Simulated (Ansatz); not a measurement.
# AlSi2H5O (SMILES [SiH3][Al]1[O][SiH2]1) at wB97X/6-31G(d) (spherical functions)

What is the electronic atomisation energy of AlSi2H5O at wB97X/6-31G* (spherical functions)? 

The results are computed with Ansatz 0.2.0.

83 further runs of the same task are left out: 1 that didn't finish, 82 set aside as unsound or not needed.

## Step 1: The molecule

The species is AlSi2H5O (9 atoms), meant as a singlet with charge 0. SMILES: `[SiH3][Al]1[O][SiH2]1`. The shape is that of a PBE0-D4/def2-TZVP optimisation.

Bond lengths: Si1–Al2 2.450 Å, Al2–O3 1.745 Å, Al2–Si4 2.280 Å, O3–Si4 1.688 Å, Si1–H5 1.488 Å, Si1–H6 1.489 Å, Si1–H7 1.487 Å, Si4–H8 1.490 Å, Si4–H9 1.490 Å. Some angles: Si1–Al2–O3 129.7°, Si1–Al2–Si4 177.0°, O3–Al2–Si4 47.3°, Al2–O3–Si4 83.2°, Al2–Si4–O3 49.5°, Al2–Si1–H5 109.6°, Al2–Si1–H6 109.4°, Al2–Si1–H7 111.5°, Al2–Si4–H8 126.2°, Al2–Si4–H9 126.3°.

## Step 2: A single-point energy at wB97X/6-31G(d) (spherical functions)

The input, job.yaml:

```yaml
basis:
  gaussian: {orbitals: 6-31G_st_-spherical.json}
crystal:
  periodic: [false, false, false]
  atoms:
    - {symbol: Si, position_ang: [-0.652900, 1.717100, -1.334700]}
    - {symbol: Al, position_ang: [-0.124900, -0.148900, 0.162800]}
    - {symbol: O, position_ang: [1.392700, -0.965300, 0.434300]}
    - {symbol: Si, position_ang: [0.478600, -1.877700, 1.520900]}
    - {symbol: H, position_ang: [-1.763800, 1.326700, -2.244900]}
    - {symbol: H, position_ang: [-1.100100, 2.886400, -0.529300]}
    - {symbol: H, position_ang: [0.526500, 2.112800, -2.150200]}
    - {symbol: H, position_ang: [0.403300, -3.327600, 1.187000]}
    - {symbol: H, position_ang: [0.929000, -1.770000, 2.936900]}
hamiltonian: {xc: {name: wB97X}}
accuracy: high
output: {orbitals: {seedname: orbitals}}
```

The basis set 6-31G* is read from a file made from the Basis Set Exchange's data (not shown).

Launch:

```
ansatz run job.yaml --threads 1 --pin off --max-ram 3480MiB --events-out events.jsonl --progress --plain --runs-dir runs
```

What it wrote:

```text
Warning: RAYON_NUM_THREADS=1 ignored (pool sized by the plan → 1); use --threads N
Functional definition: wB97X
  name "wB97X"
  parameter omega = 0.3/bohr
  parameter cx = 0.157706
  parameter cx1 = 0.726479
  parameter cx2 = 1.04760
  parameter cx3 = -5.70635
  parameter cx4 = 13.2794
  parameter css1 = -4.33879
  parameter css2 = 18.2308
  parameter css3 = -31.7430
  parameter css4 = 17.2901
  parameter cos1 = 2.37031
  parameter cos2 = -11.3995
  parameter cos3 = 6.58405
  parameter cos4 = -3.78132
  exchange = spin_sum(e_x_unif_sr(omega)*poly(b97_u_x, 1 - cx, cx1, cx2, cx3, cx4)) + cx*exact_x_sr(omega)
      + exact_x_lr(omega)
  correlation = spin_sum(e_c_pw_same_spin*poly(b97_u_same, 1, css1, css2, css3, css4))
      + integral(e_c_pw_opposite_spin*poly(b97_u_opposite, 1, cos1, cos2, cos3, cos4))
1704 factors; integrals over basis functions are off by at most 7.2e-9 eV
448 factors; integrals over basis functions are off by at most 2.3e-9 eV
mean field evaluation 1: about -24471.9251 eV, gradient 5.6e1 eV
mean field evaluation 2: about -24462.2924 eV, gradient 9.1e1 eV
mean field evaluation 4: about -24478.2999 eV, gradient 6.2e-1 eV
mean field evaluation 8: about -24478.4467 eV, gradient 7.5e-2 eV
mean field evaluation 16: about -24478.4467 eV, gradient 9.4e-5 eV
mean field -24478.44674665 eV, -899.5663258524 hartree, gradient 4.3e-8 eV, S^2 0.000000; 0 other end points of the search recorded, 0 dependent functions left out
reference -24478.44674264 eV, -899.5663257048 hartree; 27, 27 occupied and 51, 51 virtual orbitals, 1704 factors
Total energy: -24478.44674264 eV, -899.5663257048 hartree
```

It took 39 s on 1 thread of Arm Neoverse V1, shared host; peak memory 0.53 GiB.

## Step 3: The Al atom

The input, input.yaml:

```yaml
crystal:
  periodic: [false, false, false]
  atoms:
    - {symbol: Al, position_ang: [0.000000, 0.000000, 0.000000]}
basis:
  gaussian:
    orbitals: 6-31G_st_-spherical.json
total_charge: 0
magnetization:
  spin_polarized: true
  initial_magnetization: 1
hamiltonian:
  xc: {name: wB97X}
accuracy: high
```

The basis set 6-31G* is read from a file made from the Basis Set Exchange's data (not shown).

Run the same way, it converges to -242.33170 Eh (log not shown).

## Step 4: The H atom at the same level

The input, in.yaml:

```yaml
crystal:
  periodic: [false, false, false]
  atoms:
    - {symbol: H, position_ang: [0.000000, 0.000000, 0.000000]}
basis:
  gaussian:
    orbitals: "6-31G*"
accuracy: high
magnetization:
  spin_polarized: true
  initial_magnetization: 1
hamiltonian:
  xc: {name: wB97X}
```

Run the same way, it converges to -0.49932 Eh (log not shown).

## Step 5: The O atom at the same level

The input, in.yaml:

```yaml
crystal:
  periodic: [false, false, false]
  atoms:
    - {symbol: O, position_ang: [0.000000, 0.000000, 0.000000]}
basis:
  gaussian: {orbitals: 6-31G_st_-spherical.json}
magnetization: {spin_polarized: true, initial_magnetization: 2}
hamiltonian: {xc: {name: wB97X}}
accuracy: high
```

The basis set 6-31G* is read from a file made from the Basis Set Exchange's data (not shown).

Run the same way, it converges to -75.04146 Eh (log not shown).

## Step 6: The Si atom, same level

The input, in.yaml:

```yaml
crystal:
  periodic: [false, false, false]
  atoms:
    - {symbol: Si, position_ang: [0.000000, 0.000000, 0.000000]}
basis:
  gaussian:
    orbitals: 6-31G_st_-spherical.json
magnetization:
  spin_polarized: true
  initial_magnetization: 2
hamiltonian:
  xc: {name: wB97X}
accuracy: high
```

The basis set 6-31G* is read from a file made from the Basis Set Exchange's data (not shown).

Launch:

```
ansatz run in.yaml --threads 1 --pin off --max-ram 3480MiB --events-out events.jsonl --progress --plain --runs-dir runs
```

What it wrote, cut to the lines that bear on the results:

```text
Warning: RAYON_NUM_THREADS=1 ignored (pool sized by the plan → 1); use --threads N
Functional definition: wB97X
  name "wB97X"
[...]
      + exact_x_lr(omega)
[...]
      + integral(e_c_pw_opposite_spin*poly(b97_u_opposite, 1, cos1, cos2, cos3, cos4))
141 factors; integrals over basis functions are off by at most 2.6e-9 eV
71 factors; integrals over basis functions are off by at most 1.7e-9 eV
[...]
mean field -7873.28386831 eV, -289.3378454568 hartree, gradient 2.3e-9 eV, S^2 2.003303; 0 other end points of the search recorded, 0 dependent functions left out
reference -7873.28386804 eV, -289.3378454471 hartree; 8, 6 occupied and 10, 12 virtual orbitals, 141 factors
Total energy: -7873.28386804 eV, -289.3378454471 hartree
```

Wall time 3 s (1 thread of Arm Neoverse V1, shared host); peak memory 0.19 GiB.

## Step 7: What came out

Level: wB97X/6-31G* (spherical functions).

| quantity | value |
| --- | --- |
| molecule: total energy | -899.56633 Eh |
| molecule: HOMO energy | -8.19 eV |
| molecule: LUMO energy | 0.33 eV |
| molecule: HOMO–LUMO gap | 8.52 eV |
| Al atom: total energy | -242.33170 Eh |
| Al atom: ⟨S²⟩ | 0.753 |
| H atom: total energy | -0.49932 Eh |
| H atom: ⟨S²⟩ | 0.750 |
| O atom: total energy | -75.04146 Eh |
| O atom: ⟨S²⟩ | 2.003 |
| Si atom: total energy | -289.33785 Eh |
| Si atom: ⟨S²⟩ | 2.003 |
| electronic atomisation energy | 27.779 eV |

Taking the molecule apart into free atoms costs 27.78 eV (641 kcal/mol), before zero-point energy and without spin-orbit coupling.
